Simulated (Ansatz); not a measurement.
# BCCD(T)/aug-cc-pVDZ run of BF3 (boron trifluoride)

Aim: the vertical ionisation energy of BF3 (boron trifluoride) at BCCD(T)/aug-cc-pVDZ, from 2 runs. 

The calculation is run with Ansatz 0.2.0.

37 further runs of the same task are left out: 1 that didn't finish, 36 set aside as unsound or not needed.

## 1. Starting point

BF3 has 4 atoms, charge 0, and is taken as a singlet. SMILES: `FB(F)F`. The coordinates come from a PBE0-D4/def2-TZVP relaxation.

Bond lengths: F1–B2 1.311 Å, B2–F3 1.311 Å, B2–F4 1.311 Å. Angles: F1–B2–F3 120.0°, F1–B2–F4 120.0°, F3–B2–F4 120.0°.

## 2. A single-point energy at BCCD(T)/aug-cc-pVDZ

The input, in.yaml:

```yaml
crystal:
  periodic: [false, false, false]
  atoms:
    - {symbol: F, position_ang: [0.543870, 0.210740, 1.174280]}
    - {symbol: B, position_ang: [0.000020, -0.000000, 0.000010]}
    - {symbol: F, position_ang: [-0.265170, -1.223510, -0.389620]}
    - {symbol: F, position_ang: [-0.278730, 1.012770, -0.784660]}
basis:
  gaussian:
    orbitals: aug-cc-pVDZ
correlation:
  method: bccd_t
  frozen_orbitals: {B: 1, F: 1}
accuracy: high
scf:
  omitted_lower_state_checks: [cluster_reference, increment]
```

Launch:

```sh
ansatz run in.yaml --threads 1 --pin off --max-ram 3480MiB --events-out events.jsonl --progress --plain --runs-dir runs
```

Log (excerpt; [...] marks lines left out):

```text
Warning: RAYON_NUM_THREADS=1 ignored (pool sized by the plan → 1); use --threads N
Functional definition: HF
  name "HF"
[...]
1815 factors; integrals over basis functions are off by at most 3.4e-9 eV
[...]
mean field -8795.33824292 eV, -323.2227187329 hartree, gradient 2.9e-8 eV, S^2 0.000000; 0 other end points of the search recorded, 0 dependent functions left out
4 core orbitals not correlated: weight in the atoms' cores, before any rotation towards them, 1.000 or more for the frozen orbitals, at most 0.000 for the correlated occupied ones
reference -8795.33824292 eV, -323.2227187329 hartree; 12, 12 occupied and 76, 76 virtual orbitals, 1815 factors
second order -18.55703365 eV of doubles, -0.00000000 eV of singles
cycle   1  -18.24931652 eV  change    3.1e-1 eV  update   9.6e-2
[...]
cycle  18  -18.65579984 eV  change   -1.5e-9 eV  update   1.5e-9
perturbative correction -0.49329673 eV, -0.0181283205 hartree
Total energy: -8814.48733949 eV, -323.9264350520 hartree
Checks for a lower state left out: cluster_reference, increment
```

Wall time 21 s (1 thread of Arm Neoverse V2, shared host); peak memory 0.81 GiB.

## 3. The doublet cation, same level

The input, in.yaml:

```yaml
crystal:
  periodic: [false, false, false]
  atoms:
    - symbol: F
      position_ang: [0.543870, 0.210740, 1.174280]
    - symbol: B
      position_ang: [0.000020, -0.000000, 0.000010]
    - symbol: F
      position_ang: [-0.265170, -1.223510, -0.389620]
    - symbol: F
      position_ang: [-0.278730, 1.012770, -0.784660]
basis:
  gaussian:
    orbitals: aug-cc-pVDZ
total_charge: 1
magnetization:
  spin_polarized: true
  initial_magnetization: 1
correlation:
  method: bccd_t
  frozen_orbitals: {B: 1, F: 1}
accuracy: high
scf:
  omitted_lower_state_checks: [cluster_reference, increment]
```

Launch:

```sh
ansatz run in.yaml --threads 1 --pin off --max-ram 3480MiB --events-out events.jsonl --progress --plain --runs-dir runs
```

Log (excerpt; [...] marks lines left out):

```text
Warning: RAYON_NUM_THREADS=1 ignored (pool sized by the plan → 1); use --threads N
[... 2 set-up lines as earlier in the session ...]
[...]
1815 factors; integrals over basis functions are off by at most 3.4e-9 eV
[...]
mean field -8779.98721529 eV, -322.6585788727 hartree, gradient 2.1e-8 eV, S^2 0.755693; 12 other end points of the search recorded, 0 dependent functions left out
4 core orbitals not correlated: weight in the atoms' cores, before any rotation towards them, 1.000 or more for the frozen orbitals, at most 0.000 for the correlated occupied ones
reference -8779.98721529 eV, -322.6585788727 hartree; 12, 11 occupied and 76, 77 virtual orbitals, 1815 factors
second order -17.06290148 eV of doubles, -0.00000000 eV of singles
cycle   1  -16.97360107 eV  change    8.9e-2 eV  update   1.2e-1
[...]
cycle  51  -17.82473461 eV  change  -7.6e-10 eV  update   2.5e-9
perturbative correction -0.74320872 eV, -0.0273124168 hartree
Total energy: -8798.55515862 eV, -323.3409382043 hartree
Checks for a lower state left out: cluster_reference, increment
```

Run time: 3 min. Hardware: 1 thread of Arm Neoverse V2, shared host; peak memory 1.6 GiB.

## 4. Outcome

Level: BCCD(T)/aug-cc-pVDZ, 4 core orbitals frozen.

```
                                                   quantity          value
                                  singlet BF3: total energy  -323.92644 Eh
   singlet BF3: correlation energy (4 core orbitals frozen)     -703.7 mEh
                                singlet BF3: (T) correction     -18.13 mEh
                               doublet cation: total energy  -323.34094 Eh
doublet cation: correlation energy (4 core orbitals frozen)     -682.4 mEh
                             doublet cation: (T) correction     -27.31 mEh
          doublet cation: ⟨S²⟩ of the reference determinant          0.756
         vertical ionisation energy (to the doublet cation)      15.932 eV
```

**Reading.** Removing an electron at fixed nuclei costs 15.93 eV (367 kcal/mol). The triples (singlet BF3) make up 2.6 % of the correlation energy. The triples (doublet cation) make up 4.0 % of the correlation energy.
